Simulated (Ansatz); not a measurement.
## MnS, space group Pm-3m: a band structure, step by step

With Ansatz 0.2.0 through its Python package.

At the Python prompt:
```pycon
>>> import warnings
>>> import ansatz as az
>>> import matplotlib.pyplot as plt
>>> import numpy as np
>>> warnings.simplefilter("ignore", az.DeckWarning)
>>> vectors = np.array([
...     [3.09904, 0.0, 0.0],
...     [0.0, 3.09904, 0.0],
...     [0.0, 0.0, 3.09904],
... ])
>>> system = (
...     az.Lattice.of(vectors)
...     .atom("Mn", [0.5, 0.5, 0.5])
...     .atom("S", [0.0, 0.0, 0.0])
...     .moments(Mn=4)
... )
>>> [site.symbol for site in system.resolved().sites]
['Mn', 'S']
>>> # high-symmetry points in fractions of the reciprocal vectors
>>> path = [
...     ("G", (0.0, 0.0, 0.0)),
...     ("X", (0.0, 0.5, 0.0)),
...     ("M", (0.5, 0.5, 0.0)),
...     ("G", (0.0, 0.0, 0.0)),
...     ("R", (0.5, 0.5, 0.5)),
...     ("X", (0.0, 0.5, 0.0)),
... ]
>>> calculation = (
...     system.calculation()
...     .occupations("Fermi-Dirac")  # smearing steadies the SCF of a metal
...     .spin("collinear")  # spin-polarised run
...     .functional("pbesol")
...     .kpoints(7)
...     .hubbard("Mn", "d", u_eff=5.0)
...     .band_structure([point for _, point in path], intervals=6)  # levels along the path at the converged density
...     .scf(extra_bands=8)
... )
>>> planned = calculation.session().plan(threads=1)
>>> facts = planned.describe()
>>> print("plan:", facts["n_bands"], "bands,", len(facts["kpoints_frac"]), "k-points, plane waves", facts["n_pw_range"], "grid", facts["fft_dense"])
plan: 19 bands, 20 k-points, plane waves [573, 591] grid [24, 24, 24]
>>> outcome = planned.execute()

>>> rep = outcome.report
>>> rep["kpoints_frac"][:4]
[[0.0, 0.0, 0.0], [0.0, 0.0, 0.14285714285714285], [0.0, 0.0, 0.2857142857142857], [0.0, 0.0, 0.42857142857142855]]
>>> [(site.symbol, site.position_frac.round(4).tolist()) for site in outcome.lattice.sites]
[(<Element.MN: 'Mn'>, [0.5, 0.5, 0.5]), (<Element.S: 'S'>, [0.0, 0.0, 0.0])]
>>> energy = rep["free_energy_ev"]
>>> print("MnS: {:.6f} eV = {:.6f} Ry = {:.6f} Ha".format(energy, energy / 13.605693, energy / 27.211386))
MnS: -4752.250225 eV = -349.283952 Ry = -174.641976 Ha
>>> print("Fermi level {:.4f} eV, {} k-points, {} symmetry operations".format(rep["fermi_energy_ev"], rep["n_kpoints"], rep["n_symmetry_ops"]))
Fermi level 13.3779 eV, 20 k-points, 48 symmetry operations
>>> print(f"net moment {rep['magnetization_mub']:.3f} muB, absolute {rep['absolute_magnetization_mub']:.3f} muB")
net moment 4.798 muB, absolute 4.799 muB
>>> for index, (site, m) in enumerate(zip(outcome.lattice.sites, rep["site_moments_mub"])):
...     print(f"  {index:2d} {site.symbol:2s} {m:7.3f}")
...
   0 Mn   4.451
   1 S    0.077
>>> print("Hubbard energy {:.4f} eV".format(rep["components"]["e_hubbard"]))
Hubbard energy 0.8914 eV
>>> print(sorted(rep["hubbard"]))
['double_counting', 'dudarev_slope', 'lowdin_gram_lambda_min', 'n_bare', 'n_eig', 'n_mat', 'n_scf']
>>> bands = outcome.band_structure()
>>> fermi = bands.fermi_energy_ev
>>> print(f"zero of the bands: {fermi:.3f} eV, the Fermi level found on the SCF mesh")
zero of the bands: 13.378 eV, the Fermi level found on the SCF mesh
>>> reciprocal = 2 * np.pi * np.linalg.inv(outcome.lattice.cell_ang).T
>>> steps = np.linalg.norm(np.diff(bands.kpoints_frac @ reciprocal, axis=0), axis=1)
>>> distance = np.concatenate([[0], np.cumsum(steps)])
>>> fig, ax = plt.subplots(figsize=(5, 4))
>>> for channel, colour in zip(bands.channels, ("C0", "C3")):
...     ax.plot(distance, channel.eigenvalues_ev - fermi, colour, lw=1)
...
[<matplotlib.lines.Line2D object at 0x...>, <matplotlib.lines.Line2D object at 0x...>, <matplotlib.lines.Line2D object at 0x...>, <matplotlib.lines.Line2D object at 0x...>, <matplotlib.lines.Line2D object at 0x...>, <matplotlib.lines.Line2D object at 0x...>, <matplotlib.lines.Line2D object at 0x...>, <matplotlib.lines.Line2D object at 0x...>, <matplotlib.lines.Line2D object at 0x...>, <matplotlib.lines.Line2D object at 0x...>, <matplotlib.lines.Line2D object at 0x...>, <matplotlib.lines.Line2D object at 0x...>, <matplotlib.lines.Line2D object at 0x...>, <matplotlib.lines.Line2D object at 0x...>, <matplotlib.lines.Line2D object at 0x...>, <matplotlib.lines.Line2D object at 0x...>, <matplotlib.lines.Line2D object at 0x...>, <matplotlib.lines.Line2D object at 0x...>, <matplotlib.lines.Line2D object at 0x...>]
[<matplotlib.lines.Line2D object at 0x...>, <matplotlib.lines.Line2D object at 0x...>, <matplotlib.lines.Line2D object at 0x...>, <matplotlib.lines.Line2D object at 0x...>, <matplotlib.lines.Line2D object at 0x...>, <matplotlib.lines.Line2D object at 0x...>, <matplotlib.lines.Line2D object at 0x...>, <matplotlib.lines.Line2D object at 0x...>, <matplotlib.lines.Line2D object at 0x...>, <matplotlib.lines.Line2D object at 0x...>, <matplotlib.lines.Line2D object at 0x...>, <matplotlib.lines.Line2D object at 0x...>, <matplotlib.lines.Line2D object at 0x...>, <matplotlib.lines.Line2D object at 0x...>, <matplotlib.lines.Line2D object at 0x...>, <matplotlib.lines.Line2D object at 0x...>, <matplotlib.lines.Line2D object at 0x...>, <matplotlib.lines.Line2D object at 0x...>, <matplotlib.lines.Line2D object at 0x...>]
>>> ax.set_xticks(distance[::6], [label for label, _ in path])
[<matplotlib.axis.XTick object at 0x...>, <matplotlib.axis.XTick object at 0x...>, <matplotlib.axis.XTick object at 0x...>, <matplotlib.axis.XTick object at 0x...>, <matplotlib.axis.XTick object at 0x...>, <matplotlib.axis.XTick object at 0x...>]
>>> ax.set(ylim=(-6, 6), ylabel="E - E_F (eV)", xlim=(0, distance[-1]))
[(-6.0, 6.0), Text(0, 0.5, 'E - E_F (eV)'), (0.0, 6.650559294555402)]
>>> ax.grid(axis="x")
>>> fig.savefig("bands.png", dpi=100)
>>> first = bands.channels[0].eigenvalues_ev - fermi
>>> near = np.argsort(np.abs(first.mean(axis=0)))[:4]
>>> for band in sorted(near):
...     print(f"band {band + 1}: {first[:, band].min():.3f} to {first[:, band].max():.3f} eV")
...
band 11: -5.710 to -1.763 eV
band 12: -5.482 to 0.210 eV
band 13: -2.656 to 0.210 eV
band 14: -0.163 to 5.082 eV
```

Reading the output:
- Absolute energies stand on the zero of these potentials, so only differences at equal settings mean something. A total without «per atom» is that of the cell as typed.
- The magnetic order follows from the starting moments and needn't be the lowest.
- For a metal this k-point mesh is coarse: on a finer one energies can move by several to tens of meV an atom and pressures by half a GPa or more, differences at one mesh by less.
- An absolute Fermi energy rests on an arbitrary zero of the periodic potential and has no direct meaning.
- With one magnetic atom the cell can hold only ferromagnetic order.
- The bands listed are those of the first spin channel.
- The structure comes from a database of computed cells and needn't be a stable or known phase.
- Levels are Kohn-Sham eigenvalues on this mesh.
- The script silences the warnings on its input, which a real study should read.
- Wall time of the script: 5 s on 1 thread of Arm Neoverse V1 (shared host), peak memory 0.4 GiB.

(Lines on the test bed's own set-up are left out of the output.)
